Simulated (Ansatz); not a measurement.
# GaHF radical: basis-set convergence

How large a basis does GaHF radical need? Two functionals are run in growing sets.

Program: Ansatz 0.2.0, Gaussian basis. Level of theory: one geometry, several basis sets. These are calculated values, not measurements.

Plan: PBE0-D4/def2-SVP; ωB97M-V/def2-SVP; PBE0-D4/def2-QZVPP; ωB97M-V/def2-QZVPP; the functionals' def2-TZVPP values are taken from earlier runs.

## 1. The relaxed structure

An earlier PBE0-D4 in a triple-zeta def2 set relaxation fixed the geometry.

3 atoms, charge 0, spin multiplicity 2.

Atoms are counted from 1 here; the program's logs count them from 0.

Bond lengths: F1–Ga2 1.767 Å, Ga2–H3 1.610 Å. Angles: F1–Ga2–H3 114.1°.

## 2. PBE0-D4 in def2-SVP

The input, in.yaml:

```yaml
crystal:
  periodic: [false, false, false]
  atoms:
    - {symbol: F, position_ang: [-1.252015, 0.451364, -0.644828]}
    - {symbol: Ga, position_ang: [0.292402, 0.469755, 0.214121]}
    - {symbol: H, position_ang: [0.948613, -0.985920, 0.417407]}
basis:
  gaussian: {orbitals: def2-SVP}
magnetization: {spin_polarized: true, initial_magnetization: 1}
hamiltonian: {xc: pbe0, dispersion: d4}
output: {orbitals: {seedname: orbitals}}
```

The runs that follow: ωB97M-V in def2-SVP; PBE0-D4 in def2-QZVPP; ωB97M-V in def2-QZVPP.

**Question.** What will the summary of the whole plan be? Wanted: PBE0-D4: double and triple zeta above quadruple; ωB97M-V: double and triple zeta above quadruple.

**Answer**, as computed:

| quantity | value |
| --- | --- |
| PBE0-D4: double and triple zeta above quadruple | 11.56, 1.36 eV |
| ωB97M-V: double and triple zeta above quadruple | 11.56, 1.32 eV |

What this shows: For PBE0-D4 the step from double to triple zeta gains 10.20 eV and the next only 1.36 eV. Total energies overstate the basis error of differences, where much of it tends to cancel.
